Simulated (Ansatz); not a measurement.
**SnH3F + NH3: a complex and its separated parts**

The complex below is one end of an elementary step. How strongly is it bound against its free parts?

Method: PBE0-D4/def2-TZVP structures, single points in def2-TZVPP, no counterpoise correction; program: Ansatz 0.2.0, Gaussian basis.

Levels: SPW92, PBE-D4, BLYP-D4, r2SCAN-D4, B97M-V, PBE0-D4, B3LYP-D4, r2SCAN0-D4, BHLYP-D4, CAM-B3LYP-D4, wB97X-V, wB97M-V, B2PLYP, PBE-QIDH, RPA on PBE, Hartree-Fock, MP2, CCSD, CCSD(T).

Correlated methods freeze the cores. Filled d shells of the heavier atoms are correlated. Core potentials replace the inner electrons past krypton, and spin-orbit coupling is left out. B3LYP uses VWN-RPA correlation. B2PLYP carries no dispersion term here.

21 further runs of the same task are left out: 21 set aside as unsound or not needed.

## (1) Where the work starts

The complex: 9 atoms, charge 0, spin multiplicity 1.

Atoms are counted from 1 here; the program's logs count them from 0.

Bond lengths: Sn1–F2 1.983 Å, Sn1–H3 1.712 Å, Sn1–H4 1.730 Å, Sn1–H5 1.712 Å, Sn1–N7 2.538 Å, H6–N7 1.013 Å, N7–H8 1.013 Å, N7–H9 1.013 Å. Angles: F2–Sn1–H3 94.0°, F2–Sn1–H4 142.7°, F2–Sn1–H5 94.0°, F2–Sn1–N7 68.2°, H3–Sn1–H4 105.0°, H3–Sn1–H5 116.9°, H3–Sn1–N7 120.5°, H4–Sn1–H5 105.0°, H4–Sn1–N7 74.5°, H5–Sn1–N7 120.5°, Sn1–N7–H6 100.8°, Sn1–N7–H8 114.2°, Sn1–N7–H9 114.3°, H6–N7–H8 109.7°, H6–N7–H9 109.7°, H8–N7–H9 108.0°.

As a file:

```csv
atom,x (Å),y (Å),z (Å)
Sn1,-0.25433,1.04824,-0.48870
F2,1.21925,0.03188,-1.34136
H3,-1.19577,1.11502,-1.91659
H4,-1.40424,0.98427,0.80271
H5,0.72397,2.40948,-0.14272
H6,0.92375,-1.53344,0.12175
N7,0.15985,-1.16707,0.67748
H8,-0.62393,-1.80751,0.64395
H9,0.45145,-1.08086,1.64348
```

Its parts: SnH3F holds atoms 1, 2, 3, 4, 5; NH3 holds atoms 6, 7, 8, 9. Each part counts its atoms afresh in its own runs.

## (2) Relaxing SnH3F alone

The input, relax-a/in.yaml:

```yaml
crystal:
  periodic: [false, false, false]
  atoms:
    - {symbol: Sn, position_ang: [-0.254325, 1.048242, -0.488698]}
    - {symbol: F, position_ang: [1.219248, 0.031876, -1.341364]}
    - {symbol: H, position_ang: [-1.195769, 1.115018, -1.916593]}
    - {symbol: H, position_ang: [-1.404245, 0.984267, 0.802708]}
    - {symbol: H, position_ang: [0.723967, 2.409475, -0.142718]}
basis:
  gaussian: {orbitals: def2-TZVP}
hamiltonian: {xc: pbe0, dispersion: d4}
relax: {f_tol: 0.005, max_steps: 200}
```

No record of the launch command was kept for these runs.

After this run come: Relaxing NH3 alone; wB97M-V/def2-TZVPP; CCSD(T)/def2-TZVPP; Vibrations of SnH3F; Vibrations of NH3.

**Question.** What will these runs give? Wanted: complex less parts, CCSD(T)/def2-TZVPP; with zero-point energy; largest T1 diagnostic.

As calculated:

| quantity | value |
| --- | --- |
| complex less parts, CCSD(T)/def2-TZVPP | +0.079 eV |
| with zero-point energy | +0.158 eV |
| largest T1 diagnostic | 0.014 |

At CCSD(T) the complex lies 0.079 eV above its parts. The functionals run from B2PLYP, off by +0.025 eV, to SPW92, off by -0.335 eV, against CCSD(T). Mean unsigned error by rung: LDA 0.335, GGA 0.100, meta-GGA 0.111, hybrid 0.068, range-separated hybrid 0.058, double hybrid 0.028 eV. PBE-D4 gives a relative energy 0.128 eV too low, an error of 163 % of the reference. The complex's frequency run has imaginary modes: the structure is no minimum, so both the energy and the zero-point correction are in doubt. No counterpoise was applied, and triple zeta lacks some correlation, so the CCSD(T) reference has a basis error of its own, and close matches with it are partly luck.
